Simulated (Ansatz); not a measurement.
**96-atom supercell of wurtzite BN**

Wanted: energy, pressure and frontier levels of the defect-free cell (PBEsol, HSE06 and r²SCAN).

Method: density functional theory in Ansatz 0.2.0, PAW datasets, plane waves.

### Step 1. The starting cell

96 atoms (48 B, 48 N); a = 7.623 Å, b = 8.802 Å, c = 8.407 Å, α = 90.00°, β = 90.00°, γ = 90.00°.

Steps to follow: (2) PBEsol cell relaxation at the single k point (½, ½, ½), on 7 threads; (3) HSE06 single point at the Γ point alone, on 7 threads; (4) r²SCAN single point at the Γ point alone, on 7 threads.

### Step 2. PBEsol relaxation of the cell and the positions

Input file in.yaml:

```yaml
crystal:
  lattice:
    - [7.622990, 0.000000, 0.000000]
    - [0.000000, 8.802271, 0.000000]
    - [0.000000, 0.000000, 8.406582]
  atoms:
    - { symbol: B, position: [0.000000, 0.166667, 0.000384] }
    - { symbol: B, position: [0.000000, 0.166667, 0.500384] }
    - { symbol: B, position: [0.333333, 0.166667, 0.000384] }
    - { symbol: B, position: [0.333333, 0.166667, 0.500384] }
    - { symbol: B, position: [0.166667, 0.416667, 0.000384] }
    - { symbol: B, position: [0.166667, 0.416667, 0.500384] }
    - { symbol: B, position: [0.000000, 0.666667, 0.000384] }
    - { symbol: B, position: [0.000000, 0.666667, 0.500384] }
    - { symbol: B, position: [0.666667, 0.166667, 0.000384] }
    - { symbol: B, position: [0.666667, 0.166667, 0.500384] }
    - { symbol: B, position: [0.500000, 0.416667, 0.000384] }
    - { symbol: B, position: [0.500000, 0.416667, 0.500384] }
    - { symbol: B, position: [0.333333, 0.666667, 0.000384] }
    - { symbol: B, position: [0.333333, 0.666667, 0.500384] }
    - { symbol: B, position: [0.166667, 0.916667, 0.000384] }
    - { symbol: B, position: [0.166667, 0.916667, 0.500384] }
    - { symbol: B, position: [0.833333, 0.416667, 0.000384] }
    - { symbol: B, position: [0.833333, 0.416667, 0.500384] }
    - { symbol: B, position: [0.666667, 0.666667, 0.000384] }
    - { symbol: B, position: [0.666667, 0.666667, 0.500384] }
    - { symbol: B, position: [0.500000, 0.916667, 0.000384] }
    - { symbol: B, position: [0.500000, 0.916667, 0.500384] }
    - { symbol: B, position: [0.833333, 0.916667, 0.000384] }
    - { symbol: B, position: [0.833333, 0.916667, 0.500384] }
    - { symbol: B, position: [0.166667, 0.083333, 0.250384] }
    - { symbol: B, position: [0.166667, 0.083333, 0.750384] }
    - { symbol: B, position: [0.000000, 0.333333, 0.250384] }
    - { symbol: B, position: [0.000000, 0.333333, 0.750384] }
    - { symbol: B, position: [0.500000, 0.083333, 0.250384] }
    - { symbol: B, position: [0.500000, 0.083333, 0.750384] }
    - { symbol: B, position: [0.333333, 0.333333, 0.250384] }
    - { symbol: B, position: [0.333333, 0.333333, 0.750384] }
    - { symbol: B, position: [0.166667, 0.583333, 0.250384] }
    - { symbol: B, position: [0.166667, 0.583333, 0.750384] }
    - { symbol: B, position: [0.000000, 0.833333, 0.250384] }
    - { symbol: B, position: [0.000000, 0.833333, 0.750384] }
    - { symbol: B, position: [0.833333, 0.083333, 0.250384] }
    - { symbol: B, position: [0.833333, 0.083333, 0.750384] }
    - { symbol: B, position: [0.666667, 0.333333, 0.250384] }
    - { symbol: B, position: [0.666667, 0.333333, 0.750384] }
    - { symbol: B, position: [0.500000, 0.583333, 0.250384] }
    - { symbol: B, position: [0.500000, 0.583333, 0.750384] }
    - { symbol: B, position: [0.333333, 0.833333, 0.250384] }
    - { symbol: B, position: [0.333333, 0.833333, 0.750384] }
    - { symbol: B, position: [0.833333, 0.583333, 0.250384] }
    - { symbol: B, position: [0.833333, 0.583333, 0.750384] }
    - { symbol: B, position: [0.666667, 0.833333, 0.250384] }
    - { symbol: B, position: [0.666667, 0.833333, 0.750384] }
    - { symbol: N, position: [0.000000, 0.166667, 0.187616] }
    - { symbol: N, position: [0.000000, 0.166667, 0.687616] }
    - { symbol: N, position: [0.333333, 0.166667, 0.187616] }
    - { symbol: N, position: [0.333333, 0.166667, 0.687616] }
    - { symbol: N, position: [0.166667, 0.416667, 0.187616] }
    - { symbol: N, position: [0.166667, 0.416667, 0.687616] }
    - { symbol: N, position: [0.000000, 0.666667, 0.187616] }
    - { symbol: N, position: [0.000000, 0.666667, 0.687616] }
    - { symbol: N, position: [0.666667, 0.166667, 0.187616] }
    - { symbol: N, position: [0.666667, 0.166667, 0.687616] }
    - { symbol: N, position: [0.500000, 0.416667, 0.187616] }
    - { symbol: N, position: [0.500000, 0.416667, 0.687616] }
    - { symbol: N, position: [0.333333, 0.666667, 0.187616] }
    - { symbol: N, position: [0.333333, 0.666667, 0.687616] }
    - { symbol: N, position: [0.166667, 0.916667, 0.187616] }
    - { symbol: N, position: [0.166667, 0.916667, 0.687616] }
    - { symbol: N, position: [0.833333, 0.416667, 0.187616] }
    - { symbol: N, position: [0.833333, 0.416667, 0.687616] }
    - { symbol: N, position: [0.666667, 0.666667, 0.187616] }
    - { symbol: N, position: [0.666667, 0.666667, 0.687616] }
    - { symbol: N, position: [0.500000, 0.916667, 0.187616] }
    - { symbol: N, position: [0.500000, 0.916667, 0.687616] }
    - { symbol: N, position: [0.833333, 0.916667, 0.187616] }
    - { symbol: N, position: [0.833333, 0.916667, 0.687616] }
    - { symbol: N, position: [0.166667, 0.083333, 0.437616] }
    - { symbol: N, position: [0.166667, 0.083333, 0.937616] }
    - { symbol: N, position: [0.000000, 0.333333, 0.437616] }
    - { symbol: N, position: [0.000000, 0.333333, 0.937616] }
    - { symbol: N, position: [0.500000, 0.083333, 0.437616] }
    - { symbol: N, position: [0.500000, 0.083333, 0.937616] }
    - { symbol: N, position: [0.333333, 0.333333, 0.437616] }
    - { symbol: N, position: [0.333333, 0.333333, 0.937616] }
    - { symbol: N, position: [0.166667, 0.583333, 0.437616] }
    - { symbol: N, position: [0.166667, 0.583333, 0.937616] }
    - { symbol: N, position: [0.000000, 0.833333, 0.437616] }
    - { symbol: N, position: [0.000000, 0.833333, 0.937616] }
    - { symbol: N, position: [0.833333, 0.083333, 0.437616] }
    - { symbol: N, position: [0.833333, 0.083333, 0.937616] }
    - { symbol: N, position: [0.666667, 0.333333, 0.437616] }
    - { symbol: N, position: [0.666667, 0.333333, 0.937616] }
    - { symbol: N, position: [0.500000, 0.583333, 0.437616] }
    - { symbol: N, position: [0.500000, 0.583333, 0.937616] }
    - { symbol: N, position: [0.333333, 0.833333, 0.437616] }
    - { symbol: N, position: [0.333333, 0.833333, 0.937616] }
    - { symbol: N, position: [0.833333, 0.583333, 0.437616] }
    - { symbol: N, position: [0.833333, 0.583333, 0.937616] }
    - { symbol: N, position: [0.666667, 0.833333, 0.437616] }
    - { symbol: N, position: [0.666667, 0.833333, 0.937616] }
kpoints:
  mp_grid: { grid: [1, 1, 1], shift: [0.5, 0.5, 0.5] }
hamiltonian:
  xc: pbesol
scf:
  occupations: { method: fermi_dirac, width: 0.01 }
relax:
  f_tol: 0.03
  max_steps: 80
  escape_saddle: false
  adjacent_minimum: "off"
  cell: { fix: [alpha, beta, gamma] }
output:
  forces: true
  eigenvalues: true
  populations: true
```

The runs that follow: HSE06 single point; Single point with r²SCAN.

**Question.** What will these runs give? Wanted: for each run, top filled to lowest empty; energy; pressure.

As calculated:

| level | time | k points | top filled to lowest empty (eV) | energy (eV/atom) | pressure (GPa) |
| --- | --- | --- | --- | --- | --- |
| PBEsol, relaxation | 18 s (7 CPU threads) | (½, ½, ½) | 8.38 | -266.9364 | 0.00 |
| HSE06 | 2.3 min (7 CPU threads) | Γ | 6.40 | -271.1755 | - |
| r²SCAN | 12 s (7 CPU threads) | Γ | 5.58 | -271.9493 | - |

```
     quantity                                                                      value
   relaxation                                           8 recorded steps, 0.09 eV gained
largest shift                                                                     0.00 Å
 relaxed cell  a = 7.576 Å, b = 8.832 Å, c = 8.412 Å, α = 90.00°, β = 90.00°, γ = 90.00°
```

**Reading.** Relaxation gains 0.09 eV and leaves the fractional positions as they were, while the volume changes by -0.2 %. At the same k points, r²SCAN gives a spacing 0.82 eV smaller than the 6.40 eV of HSE06. The relaxation ran on other k points, so part of any difference from the later rows can come from the mesh. Exact exchange costs time: HSE06 ran about 11 times as long as r²SCAN on the same kind of device. With one k point the spacing samples only the states that fold onto it, so it can exceed the gap over the zone.
